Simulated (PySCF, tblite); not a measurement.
# C6H12ClFSi: geometry, infrared bands and NMR shifts

Aim: predict the infrared bands and NMR shifts of C6H12ClFSi (`F[C@H](Cl)[SiH2]CC1CCC1`).

Computed with tblite 0.8.0 and PySCF 2.14.0, with density-fitted response routines of our own, on a single molecule in the gas phase. Atoms count from 0, in the outputs and in this text.

## Step 1: The molecule as given

21 atoms, charge 0, multiplicity 1; geometry from: force field or distance geometry start.

Bonds of the start (Å): F0–C1 1.36, C1–Cl2 1.77, C1–Si3 1.84, Si3–C4 1.87, C4–C5 1.52, C5–C6 1.55, C6–C7 1.55, C7–C8 1.55, C8–C5 1.55, C1–H9 1.10, Si3–H10 1.49, Si3–H11 1.50, C4–H12 1.09, C4–H13 1.10, C5–H14 1.11, C6–H15 1.09, C6–H16 1.09, C7–H17 1.09, C7–H18 1.10, C8–H19 1.10, C8–H20 1.09.

## Step 2: Geometry optimisation with GFN2-xTB

Job settings and geometry (Å):

```
{"job": {"kind": "relax", "xc": "GFN2-xTB", "basis": "xTB"}, "charge": 0, "multiplicity": 1}
F      2.234400     0.128100     1.900200
C      2.883900    -0.468400     0.866300
Cl     3.728700     0.769700    -0.073700
Si     1.696700    -1.388400    -0.189100
C      0.368800    -0.303200    -0.932900
C     -0.478100     0.495100     0.048200
C     -1.672700     1.267800    -0.571500
C     -2.441900     0.959000     0.733000
C     -1.522300    -0.273800     0.901200
H      3.645700    -1.126300     1.316200
H      2.401900    -2.106500    -1.285600
H      1.018800    -2.470700     0.606000
H      0.856300     0.397100    -1.619000
H     -0.273000    -0.938800    -1.558300
H      0.143100     1.175700     0.666800
H     -2.109700     0.796200    -1.446400
H     -1.501100     2.327700    -0.770600
H     -2.324700     1.707500     1.509900
H     -3.512700     0.740300     0.613700
H     -1.229400    -0.497400     1.934400
H     -1.921500    -1.173900     0.433700
```

Started as:

```sh
$ OMP_NUM_THREADS=1 python probes_run.py task.json out
```

One launch serves the whole session: the jobs run in the order shown.

**Question.** This job is followed by: GFN2-xTB harmonic vibrations, gas phase; GIAO PBE0/pcSseg-1 NMR shielding, non-relativistic, gas phase. What will the session give for the following? strongest single infrared mode (GFN2-xTB); zero-point energy (GFN2-xTB); 13C shifts against TMS (PBE0/pcSseg-1); 1H shifts against TMS (PBE0/pcSseg-1); 19F shifts against CFCl3 (PBE0/pcSseg-1); 35Cl shifts against HCl (PBE0/pcSseg-1); 29Si shifts against TMS (PBE0/pcSseg-1); surface potential, 1st and 99th percentile.

The runs gave:

| quantity | value |
| --- | --- |
| strongest single infrared mode (GFN2-xTB) | 2263 cm⁻¹, 348 km/mol |
| zero-point energy (GFN2-xTB) | 102.9 kcal/mol |
| 13C shifts against TMS (PBE0/pcSseg-1) | 108.2, 32.9, 30.4, 28.9, 21.1, 16.2 ppm |
| 1H shifts against TMS (PBE0/pcSseg-1) | 6.65, 4.33, 3.99, 2.75, 2.39, 2.22, 1.95, 1.83, 1.78, 1.64, 1.53, 0.68 ppm |
| 19F shifts against CFCl3 (PBE0/pcSseg-1) | -184.5 ppm |
| 35Cl shifts against HCl (PBE0/pcSseg-1) | 206 ppm |
| 29Si shifts against TMS (PBE0/pcSseg-1) | -44.3 ppm |
| surface potential, 1st and 99th percentile | -0.81 V and 1.27 V |

What this shows: Over 78 steps the energy fell by 0.324 eV; of the close pairs, C1–Si3 changed most, 1.836 to 1.937 Å. No mode is imaginary among the 57: a minimum at this level. The strongest single mode, at 2263 cm⁻¹, moves mainly H11. Unscaled tight-binding wavenumbers are off by several per cent, some by more. Its intensities can rank the bands wrongly. H9 (hydrogen on an sp3 CH bonded to Cl and F and Si) lies farthest downfield among hydrogen, at 6.65 ppm; its carbon carries Cl and F, an electronegative neighbour. At PBE0/pcSseg-1: The largest span, 589 ppm, is at Cl2, where the paramagnetic term is -403 ppm.
